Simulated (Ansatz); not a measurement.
# C₂H₈ClNSi: how energies converge with the basis set

One table from this session's results is given with a row withheld; the runs are named, their logs left out.

Method: one geometry, several basis sets; program: Ansatz 0.2.0, Gaussian basis.

Levels to be run: PBE0-D4/def2-SVP; ωB97M-V/def2-SVP; PBE0-D4/def2-QZVPP; ωB97M-V/def2-QZVPP; the functionals' def2-TZVPP values are taken from earlier runs.

## The geometry

All runs share one geometry, relaxed beforehand with PBE0-D4 in a triple-zeta def2 set.

SMILES `CCN[SiH2]Cl`, 13 atoms, charge 0, spin multiplicity 1.

Atoms are counted from 1 here; the program's logs count them from 0.

Bond lengths: C1–C2 1.519 Å, C1–H6 1.094 Å, C1–H7 1.093 Å, C1–H8 1.092 Å, C2–N3 1.453 Å, C2–H9 1.095 Å, C2–H10 1.096 Å, N3–Si4 1.696 Å, N3–H11 1.009 Å, Si4–Cl5 2.077 Å, Si4–H12 1.479 Å, Si4–H13 1.479 Å. Angles: C2–C1–H6 110.8°, C2–C1–H7 110.8°, C2–C1–H8 110.9°, H6–C1–H7 107.8°, H6–C1–H8 107.9°, H7–C1–H8 108.6°, C1–C2–N3 113.9°, C1–C2–H9 109.8°, C1–C2–H10 109.9°, N3–C2–H9 107.7°, N3–C2–H10 109.3°, H9–C2–H10 106.0°, C2–N3–Si4 124.5°, C2–N3–H11 113.5°, Si4–N3–H11 118.0°, N3–Si4–Cl5 115.2°, N3–Si4–H12 108.2°, N3–Si4–H13 108.8° and more.

Coordinates:

```xyz
13

C    -0.3996   -0.1575    1.7079
C     0.4201    0.6268    0.6983
N    -0.1710    0.6762   -0.6278
Si    0.2271   -0.3763   -1.8970
Cl   -0.4283   -2.3334   -1.6626
H    -1.3933    0.2831    1.8278
H     0.0859   -0.1564    2.6872
H    -0.5278   -1.1925    1.3846
H     1.4152    0.1805    0.6031
H     0.5803    1.6485    1.0610
H    -1.0767    1.1207   -0.6480
H    -0.4117    0.1261   -3.1326
H     1.7002   -0.4805   -1.9869
```

The first run:

in.yaml

```yaml
crystal:
  periodic: [false, false, false]
  atoms:
    - {symbol: C, position_ang: [-0.399599, -0.157466, 1.707857]}
    - {symbol: C, position_ang: [0.420059, 0.626800, 0.698340]}
    - {symbol: N, position_ang: [-0.170998, 0.676160, -0.627847]}
    - {symbol: Si, position_ang: [0.227134, -0.376287, -1.896991]}
    - {symbol: Cl, position_ang: [-0.428310, -2.333361, -1.662596]}
    - {symbol: H, position_ang: [-1.393321, 0.283076, 1.827798]}
    - {symbol: H, position_ang: [0.085914, -0.156445, 2.687217]}
    - {symbol: H, position_ang: [-0.527832, -1.192459, 1.384591]}
    - {symbol: H, position_ang: [1.415220, 0.180539, 0.603076]}
    - {symbol: H, position_ang: [0.580347, 1.648536, 1.060993]}
    - {symbol: H, position_ang: [-1.076669, 1.120691, -0.647956]}
    - {symbol: H, position_ang: [-0.411698, 0.126137, -3.132588]}
    - {symbol: H, position_ang: [1.700150, -0.480522, -1.986897]}
basis:
  gaussian: {orbitals: def2-SVP}
hamiltonian: {xc: pbe0, dispersion: d4}
output: {orbitals: {seedname: orbitals}}
```

Command:

```bash
> ansatz run in.yaml --threads 4 --pin off --events-out ev --progress --plain --max-ram 10444MiB
```

Steps of the session up to this table: PBE0-D4 in def2-SVP; ωB97M-V in def2-SVP; PBE0-D4 in def2-QZVPP; ωB97M-V in def2-QZVPP.

One of the session's tables, all rows but one given; the rest of the session is left out.

It belongs to the step «Functionals by basis». 

```
functional       basis  HOMO (eV)  LUMO (eV)
   PBE0-D4    def2-SVP      -7.19       1.18
   PBE0-D4  def2-TZVPP      -7.30       0.59
   PBE0-D4  def2-QZVPP          ?          ?
   ωB97M-V    def2-SVP      -9.49       2.97
   ωB97M-V  def2-TZVPP      -9.62       2.16
   ωB97M-V  def2-QZVPP      -9.65       1.58
```

**Question.** Estimate the row for PBE0-D4, def2-QZVPP.

As computed: HOMO (eV): -7.33; LUMO (eV): 0.32. In the column «HOMO (eV)» it lies between ωB97M-V, def2-SVP (-9.49) and PBE0-D4, def2-TZVPP (-7.30).
